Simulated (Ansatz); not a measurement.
A nudged elastic band was laid between two geometries of a periodic cell of 17 atoms, Si (host Si, host structure diamond, interstitial Si).

Theory: DFT PBE, scalar-relativistic, plane waves, PAW in Ansatz 0.2.0. Settings: PAW set soft_1, cutoff 420 eV, k mesh 2x2x2, gaussian smearing 0.02 eV, no spin polarisation.

```json
{
 "movable images": "5",
 "climbing image": "yes",
 "spring": "10.0 eV/Å²",
 "optimiser": "quadratic models (default)",
 "start path": "IDPP",
 "force threshold": "0.03 eV/Å",
 "iteration limit": "63",
 "end points": "relaxed"
}
```

Initial state:

```xyz
17
Lattice="0.0000 5.4300 5.4300 5.4300 0.0000 5.4300 5.4300 5.4300 0.0000" Properties=species:S:1:pos:R:3
Si -0.028 -0.022 0.021
Si 1.354 1.358 1.387
Si 2.734 2.737 0.019
Si 4.066 4.073 1.354
Si 2.716 -0.004 2.706
Si 4.033 1.359 4.071
Si 5.401 2.740 2.689
Si 6.784 4.106 4.069
Si -0.006 2.720 2.710
Si 1.355 4.043 4.072
Si 2.735 5.410 2.691
Si 4.103 6.788 4.071
Si 2.716 2.724 5.434
Si 4.071 4.073 6.786
Si 5.422 5.427 5.432
Si 6.784 6.790 6.752
Si 6.780 6.790 9.498
```

Final state:

Only the atoms that move by more than 0.05 Å are listed.
```
Si17 8.150 8.150 8.142
```

(1) What changes between the two ends?

(2) What energy profile does the band end with?

(3) What is the geometry of the highest image?

The band took 38 iterations and roughly 30 core-minutes.

Answers

(1) Contacts lost: Si1–Si17. Contacts made: Si14–Si17. The atom that moves furthest is Si17, by 2.36 Å; four of its nearest neighbours are Si7 2.39, Si3 2.39, Si11 2.39, Si1 2.39 Å at the first end and Si14 2.39, Si16 2.39, Si8 2.39, Si12 2.39 Å at the last.

(2) The run converged. The highest image is number 3 of 0 to 6, 0.30 eV above the ends, which have the same energy within 2 meV. By the program's own check the climbing image is of a kind that is not told: the force calls were inconclusive, a negative curvature could not be distinguished from the path's own, the only one lies far off the path, or fixed occupations may fill a level only in part (lowest curvatures found: -0.27 and 0.72 eV/Å²). Limits of this set-up: coarse k mesh, a small cell, in which the defect meets its images.

```json
{"image": "0", "path coordinate (Å)": "0.00", "energy (eV)": "0.00", "Si1–Si17 (Å)": "2.39", "Si14–Si17 (Å)": "4.70"}
{"image": "1", "path coordinate (Å)": "0.57", "energy (eV)": "0.12", "Si1–Si17 (Å)": "2.45", "Si14–Si17 (Å)": "4.24"}
{"image": "2", "path coordinate (Å)": "1.14", "energy (eV)": "0.28", "Si1–Si17 (Å)": "2.62", "Si14–Si17 (Å)": "3.75"}
{"image": "3", "path coordinate (Å)": "1.71", "energy (eV)": "0.30", "Si1–Si17 (Å)": "3.13", "Si14–Si17 (Å)": "3.13"}
{"image": "4", "path coordinate (Å)": "2.28", "energy (eV)": "0.28", "Si1–Si17 (Å)": "3.76", "Si14–Si17 (Å)": "2.62"}
{"image": "5", "path coordinate (Å)": "2.85", "energy (eV)": "0.11", "Si1–Si17 (Å)": "4.25", "Si14–Si17 (Å)": "2.45"}
{"image": "6", "path coordinate (Å)": "3.42", "energy (eV)": "0.00", "Si1–Si17 (Å)": "4.70", "Si14–Si17 (Å)": "2.39"}
```

(3) 
```xyz
17
Lattice="0.0000 5.4300 5.4300 5.4300 0.0000 5.4300 5.4300 5.4300 0.0000" Properties=species:S:1:pos:R:3:forces:R:3
Si 0.226 0.229 -0.229 0.00 0.00 0.00
Si 1.426 1.428 1.380 0.00 0.00 0.00
Si 2.805 2.808 0.102 0.00 0.00 0.00
Si 4.282 4.285 1.145 0.00 0.00 0.00
Si 2.644 0.026 2.783 0.00 0.00 0.00
Si 4.047 1.428 4.001 0.00 0.00 0.00
Si 5.325 2.808 2.622 0.00 0.00 0.00
Si 6.694 4.178 4.163 0.00 0.00 0.00
Si 0.023 2.647 2.783 0.00 0.00 0.00
Si 1.426 4.049 4.002 0.00 0.00 0.00
Si 2.805 5.327 2.622 0.00 0.00 0.00
Si 4.175 6.697 4.163 0.00 0.00 0.00
Si 2.644 2.647 5.404 0.00 0.00 0.00
Si 3.843 3.846 7.014 0.00 0.00 0.00
Si 5.217 5.220 5.640 0.00 0.00 0.00
Si 6.694 6.697 6.682 0.00 0.00 0.00
Si 7.465 7.468 8.822 0.00 0.00 0.00
```

The run took 31 min on 1 thread of Arm Neoverse V2 (shared host), peak memory 0.82 GiB.
